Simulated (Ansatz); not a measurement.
# C2H8SSi: basis-set convergence

Aim: see how fast density functionals converge with the basis set for C2H8SSi.

Program: Ansatz 0.2.0, Gaussian basis. Level of theory: one geometry, several basis sets. These are calculated values, not measurements.

Levels to be run: PBE0-D4/def2-SVP; ωB97M-V/def2-SVP; PBE0-D4/def2-QZVPP; ωB97M-V/def2-QZVPP; the functionals' def2-TZVPP values are taken from earlier runs.

### Step 1. Structure used throughout

The geometry comes from an earlier relaxation with PBE0-D4 in a triple-zeta def2 set; it is a stationary point, not always the lowest conformer.

SMILES `CC[SiH2]S`, 12 atoms, charge 0, spin multiplicity 1.

Atoms are counted from 1 here; the program's logs count them from 0.

Bond lengths: C1–C2 1.527 Å, C1–H5 1.093 Å, C1–H6 1.093 Å, C1–H7 1.093 Å, C2–Si3 1.871 Å, C2–H8 1.095 Å, C2–H9 1.096 Å, Si3–S4 2.142 Å, Si3–H10 1.489 Å, Si3–H11 1.486 Å, S4–H12 1.344 Å. Angles: C2–C1–H5 111.4°, C2–C1–H6 111.5°, C2–C1–H7 111.4°, H5–C1–H6 107.4°, H5–C1–H7 107.4°, H6–C1–H7 107.4°, C1–C2–Si3 112.8°, C1–C2–H8 111.0°, C1–C2–H9 110.5°, Si3–C2–H8 108.0°, Si3–C2–H9 108.2°, H8–C2–H9 106.1°, C2–Si3–S4 113.0°, C2–Si3–H10 109.5°, C2–Si3–H11 111.0°, S4–Si3–H10 110.4°, S4–Si3–H11 103.9°, H10–Si3–H11 108.9° and more.

### Step 2. PBE0-D4 in def2-SVP

The input, in.yaml:

```yaml
crystal:
  periodic: [false, false, false]
  atoms:
    - {symbol: C, position_ang: [-0.166622, 1.719013, 0.009617]}
    - {symbol: C, position_ang: [-0.592400, 0.276287, 0.270388]}
    - {symbol: Si, position_ang: [0.772425, -0.956014, -0.077707]}
    - {symbol: S, position_ang: [0.199043, -2.978950, 0.333485]}
    - {symbol: H, position_ang: [0.674667, 2.008406, 0.644728]}
    - {symbol: H, position_ang: [0.143191, 1.864812, -1.028554]}
    - {symbol: H, position_ang: [-0.982443, 2.418162, 0.208877]}
    - {symbol: H, position_ang: [-0.911144, 0.143668, 1.309158]}
    - {symbol: H, position_ang: [-1.456803, 0.012514, -0.348998]}
    - {symbol: H, position_ang: [1.215991, -0.820193, -1.492359]}
    - {symbol: H, position_ang: [1.937563, -0.725786, 0.816042]}
    - {symbol: H, position_ang: [-0.756470, -3.017120, -0.610678]}
basis:
  gaussian: {orbitals: def2-SVP}
hamiltonian: {xc: pbe0, dispersion: d4}
output: {orbitals: {seedname: orbitals}}
```

Further steps of the session: ωB97M-V in def2-SVP; PBE0-D4 in def2-QZVPP; ωB97M-V in def2-QZVPP.

**Question.** What will the summary of the whole plan be? Wanted: PBE0-D4: double and triple zeta above quadruple; ωB97M-V: double and triple zeta above quadruple.

**Answer**, as computed:

```
                                       quantity          value
PBE0-D4: double and triple zeta above quadruple  9.70, 0.73 eV
ωB97M-V: double and triple zeta above quadruple  9.84, 0.70 eV
```

In words: For PBE0-D4 the step from double to triple zeta gains 8.97 eV and the next only 0.73 eV. Total energies overstate the basis error of differences, where much of it tends to cancel. The LUMO of ωB97M-V is positive and keeps falling with the basis (2.76 to 1.49 eV): an unbound level that the basis holds in place.
